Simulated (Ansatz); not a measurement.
A nudged elastic band was laid between two geometries of a periodic cell of 23 atoms, Si₆SnO₁₆ (host SiO2, host structure P4_2/mnm, dopant Sn, one Si atom removed).

The calculation used DFT PBE, scalar-relativistic, plane waves, PAW (Ansatz 0.2.0). Settings: PAW set soft_1, cutoff 420 eV, k mesh 2x2x2, gaussian smearing 0.05 eV, no spin polarisation.

```json
{
  "movable images": "5",
  "climbing image": "yes",
  "spring": "5.0 eV/Å²",
  "optimiser": "quadratic models (default)",
  "start path": "straight line",
  "force threshold": "0.03 eV/Å",
  "iteration limit": "80",
  "end points": "relaxed"
}
```

First end point:

```xyz
23
Lattice="-4.1790 -4.1790 0.0000 4.1790 -4.1790 0.0000 0.0000 0.0000 5.3298" Properties=species:S:1:pos:R:3
Si 0.001 -4.182 -0.017
Si 2.091 -2.092 1.340
O 1.283 -2.900 0.009
O 0.823 -0.823 1.340
O -1.280 -5.465 0.008
O 3.359 -3.361 1.340
Si 0.001 -4.182 2.697
Si 2.091 -2.092 4.005
O 1.283 -2.899 2.672
O 0.848 -0.848 4.006
O -1.281 -5.464 2.672
O 3.333 -3.337 4.004
Si 0.001 -0.002 -0.014
Sn -2.088 -2.093 1.340
O -3.006 -3.006 -0.151
O 0.743 -4.922 1.340
O -1.172 -1.177 -0.150
O -0.740 -3.442 1.340
Si 0.001 -0.003 2.695
O -3.005 -3.007 2.831
O 0.781 -4.961 4.005
O -1.171 -1.179 2.830
O -0.779 -3.402 4.005
```

Last end point:

Only the atoms that move by more than 0.05 Å are listed.
```
Si7 0.000 -4.179 2.640
Sn14 -2.090 -2.090 -1.332
O15 -3.005 -3.005 0.158
O16 0.780 -4.959 1.332
O17 -1.174 -1.174 0.158
O18 -0.780 -3.399 1.332
Si19 0.000 0.000 2.643
O20 -3.005 -3.005 2.507
O21 0.741 -4.920 3.997
O22 -1.174 -1.174 2.507
O23 -0.741 -3.438 3.997
```

Task: Which bonds break or form, and what moves?

Result: Contacts lost: Sn14–O16, Sn14–O18. Contacts made: Sn14–O21, Sn14–O23. The atom that moves furthest is Sn14, by 2.67 Å; four of its nearest neighbours are O18 1.91, O16 1.91, O17 1.97, O22 1.97 Å at the first end and O23 1.91, O21 1.91, O15 1.97, O20 1.97 Å at the last.

Task: Give the energies along the band, and the barrier.

Result: The forces met the threshold. The highest image is number 3 of 0 to 6, 4.48 eV above the ends, which have the same energy within 2 meV. Neighbouring images differ by up to 2.6 eV, so the band resolves the path poorly. By the program's own check the climbing image is a first-order saddle point (lowest curvatures found: -2.85 and 0.66 eV/Å²). Limits of this set-up: coarse k mesh, no spin, though dangling bonds at a vacancy may carry it, a small cell, in which the defect meets its images.

```csv
image,path coordinate (Å),energy (eV),Sn14–O16 (Å),Sn14–O18 (Å),Sn14–O21 (Å)
0,0.00,0.00,1.91,1.91,3.25
1,0.69,0.94,1.97,1.88,3.11
2,1.37,3.51,2.28,1.84,2.94
3,2.06,4.48,2.75,1.92,2.75
4,2.75,3.51,2.94,2.39,2.28
5,3.43,0.94,3.11,2.95,1.97
6,4.12,0.00,3.25,3.25,1.91
```

Task: What is the geometry of the highest image?

Result: 
```xyz
23
Lattice="-4.1790 -4.1790 0.0000 4.1790 -4.1790 0.0000 0.0000 0.0000 5.3298" Properties=species:S:1:pos:R:3
Si 0.309 -4.360 0.004
Si 2.072 -2.037 1.347
O 1.328 -2.883 0.004
O 0.825 -0.749 1.276
O -1.288 -5.397 0.004
O 3.253 -3.346 1.445
Si 0.086 -4.245 2.669
Si 2.071 -2.037 3.991
O 1.229 -2.813 2.669
O 0.825 -0.749 4.062
O -1.313 -5.387 2.669
O 3.252 -3.347 3.892
Si -0.145 -0.033 0.005
Sn -1.845 -2.733 0.003
O -3.665 -2.728 0.002
O 0.887 -5.049 1.417
O -1.412 -0.950 0.005
O -0.628 -3.434 1.307
Si 0.037 0.076 2.669
O -2.895 -2.973 2.668
O 0.887 -5.049 3.921
O -1.138 -1.150 2.669
O -0.628 -3.433 4.031
```

The band took 40 iterations and about 9 core-minutes.

The run took 8.8 min on 1 thread of AMD EPYC 9R45 96-Core Processor (Zen 5), with other jobs on the host, peak memory 0.87 GiB.
